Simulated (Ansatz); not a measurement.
# C₃H₈Mg: small, medium and large basis sets

An exercise on one series of results from a longer session: the logs are not shown, and one member is left open.

Program: Ansatz 0.2.0, Gaussian basis. Level of theory: one geometry, several basis sets. These are calculated values, not measurements.

Levels to be run: PBE0-D4/def2-SVP; ωB97M-V/def2-SVP; PBE0-D4/def2-QZVPP; ωB97M-V/def2-QZVPP; the functionals' def2-TZVPP values are taken from earlier runs.

**The geometry**

The geometry comes from an earlier relaxation with PBE0-D4 in a triple-zeta def2 set; it is a stationary point, not always the lowest conformer.

SMILES `C[CH2][Mg][CH3]`, 12 atoms, charge 0, spin multiplicity 1.

Atoms are counted from 1 here; the program's logs count them from 0.

Bond lengths: C1–C2 1.531 Å, C1–H5 1.095 Å, C1–H6 1.097 Å, C1–H7 1.095 Å, C2–Mg3 2.104 Å, C2–H8 1.098 Å, C2–H9 1.098 Å, Mg3–C4 2.089 Å, C4–H10 1.095 Å, C4–H11 1.095 Å, C4–H12 1.095 Å. Angles: C2–C1–H5 112.1°, C2–C1–H6 112.8°, C2–C1–H7 112.1°, H5–C1–H6 106.5°, H5–C1–H7 106.5°, H6–C1–H7 106.5°, C1–C2–Mg3 116.3°, C1–C2–H8 109.4°, C1–C2–H9 109.4°, Mg3–C2–H8 108.2°, Mg3–C2–H9 108.2°, H8–C2–H9 104.6°, C2–Mg3–C4 179.7°, Mg3–C4–H10 111.9°, Mg3–C4–H11 111.9°, Mg3–C4–H12 112.0°, H10–C4–H11 106.9°, H10–C4–H12 106.9° and more.

Geometry (Å):

```xyz
12
charge 0, multiplicity 1
C    -1.3367    1.5865    0.7776
C    -0.7173    0.2517    1.2002
Mg    0.5283   -0.6874   -0.2115
C     1.7619   -1.6126   -1.6209
H    -1.9608    1.4854   -0.1163
H    -1.9750    2.0239    1.5553
H    -0.5751    2.3368    0.5420
H    -0.1424    0.3924    2.1251
H    -1.5155   -0.4510    1.4737
H     2.4479   -0.9013   -2.0931
H     1.1840   -2.0799   -2.4255
H     2.3779   -2.3996   -1.1726
```

Set-up of the first run:

Contents of in.yaml:

```yaml
crystal:
  periodic: [false, false, false]
  atoms:
    - {symbol: C, position_ang: [-1.336742, 1.586455, 0.777560]}
    - {symbol: C, position_ang: [-0.717261, 0.251692, 1.200160]}
    - {symbol: Mg, position_ang: [0.528282, -0.687384, -0.211503]}
    - {symbol: C, position_ang: [1.761859, -1.612621, -1.620881]}
    - {symbol: H, position_ang: [-1.960828, 1.485356, -0.116294]}
    - {symbol: H, position_ang: [-1.975037, 2.023899, 1.555321]}
    - {symbol: H, position_ang: [-0.575102, 2.336836, 0.541978]}
    - {symbol: H, position_ang: [-0.142439, 0.392397, 2.125145]}
    - {symbol: H, position_ang: [-1.515481, -0.451049, 1.473723]}
    - {symbol: H, position_ang: [2.447932, -0.901292, -2.093107]}
    - {symbol: H, position_ang: [1.183961, -2.079926, -2.425453]}
    - {symbol: H, position_ang: [2.377855, -2.399563, -1.172649]}
basis:
  gaussian: {orbitals: def2-SVP}
hamiltonian: {xc: pbe0, dispersion: d4}
output: {orbitals: {seedname: orbitals}}
```

Command:

```console
$ ansatz run in.yaml --threads 4 --pin off --events-out ev --progress --plain --max-ram 10444MiB
```

Among the steps run: PBE0-D4 in def2-SVP; ωB97M-V in def2-SVP; PBE0-D4 in def2-QZVPP; ωB97M-V in def2-QZVPP.

One table of the session follows, with a row left open; its other results are not shown here.

It belongs to the step «Functionals by basis». 

```
functional       basis  HOMO (eV)
   PBE0-D4    def2-SVP      -6.11
   PBE0-D4  def2-TZVPP      -6.11
   PBE0-D4  def2-QZVPP      -6.11
   ωB97M-V    def2-SVP          ?
   ωB97M-V  def2-TZVPP      -8.29
   ωB97M-V  def2-QZVPP      -8.29
```

Estimate the missing values for ωB97M-V, def2-SVP.

**Answer.** HOMO (eV): -8.30. In the column «HOMO (eV)» it is the lowest.
